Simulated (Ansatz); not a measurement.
# TiF5−: basis-set convergence

How large a basis does TiF5− need? Two functionals are run in growing sets.

The runs use Ansatz 0.2.0, Gaussian basis; one geometry, several basis sets.

Levels to be run: PBE0-D4/def2-SVPD; ωB97M-V/def2-SVPD; PBE0-D4/def2-QZVPPD; ωB97M-V/def2-QZVPPD; the functionals' def2-TZVPPD values are taken from earlier runs.

## 1. The relaxed structure

All runs share one geometry, relaxed beforehand with PBE0-D4 in a triple-zeta def2 set.

SMILES `[F][Ti-]([F])([F])([F])[F]`, 6 atoms, charge -1, spin multiplicity 1.

Atoms are counted from 1 here; the program's logs count them from 0.

Bond lengths: F1–Ti2 1.840 Å, Ti2–F3 1.800 Å, Ti2–F4 1.800 Å, Ti2–F5 1.840 Å, Ti2–F6 1.800 Å. Angles: F1–Ti2–F3 90.0°, F1–Ti2–F4 90.0°, F1–Ti2–F5 180.0°, F1–Ti2–F6 90.0°, F3–Ti2–F4 120.0°, F3–Ti2–F5 90.0°, F3–Ti2–F6 120.0°, F4–Ti2–F5 90.0°, F4–Ti2–F6 120.0°, F5–Ti2–F6 90.0°.

As a file:

```xyz
6
charge -1, multiplicity 1
F    -0.96639   -1.23922    0.95737
Ti   -0.00001    0.00001    0.00000
F     1.52779   -0.82316    0.47729
F    -0.85702   -0.49344   -1.50382
F     0.96692    1.23872   -0.95749
F    -0.67127    1.31709    1.02665
```

## 2. PBE0-D4 in def2-SVPD

Input file in.yaml:

```yaml
crystal:
  periodic: [false, false, false]
  atoms:
    - {symbol: F, position_ang: [-0.966391, -1.239223, 0.957375]}
    - {symbol: Ti, position_ang: [-0.000011, 0.000007, 0.000002]}
    - {symbol: F, position_ang: [1.527786, -0.823163, 0.477286]}
    - {symbol: F, position_ang: [-0.857022, -0.493440, -1.503822]}
    - {symbol: F, position_ang: [0.966916, 1.238719, -0.957494]}
    - {symbol: F, position_ang: [-0.671267, 1.317090, 1.026652]}
basis:
  gaussian: {orbitals: def2-SVPD}
total_charge: -1
hamiltonian: {xc: pbe0, dispersion: d4}
output: {orbitals: {seedname: orbitals}}
```

The runs that follow: ωB97M-V in def2-SVPD; PBE0-D4 in def2-QZVPPD; ωB97M-V in def2-QZVPPD.

**Question.** What will the summary of the whole plan be? Wanted: PBE0-D4: double and triple zeta above quadruple; ωB97M-V: double and triple zeta above quadruple.

The runs gave:

```
                                       quantity           value
PBE0-D4: double and triple zeta above quadruple  19.75, 1.07 eV
ωB97M-V: double and triple zeta above quadruple  19.80, 0.98 eV
```

PBE0-D4 gains 18.68 eV from double to triple zeta, then 1.07 eV more. These are total energies; as a rule much of such shifts cancels in differences, which this series doesn't test.
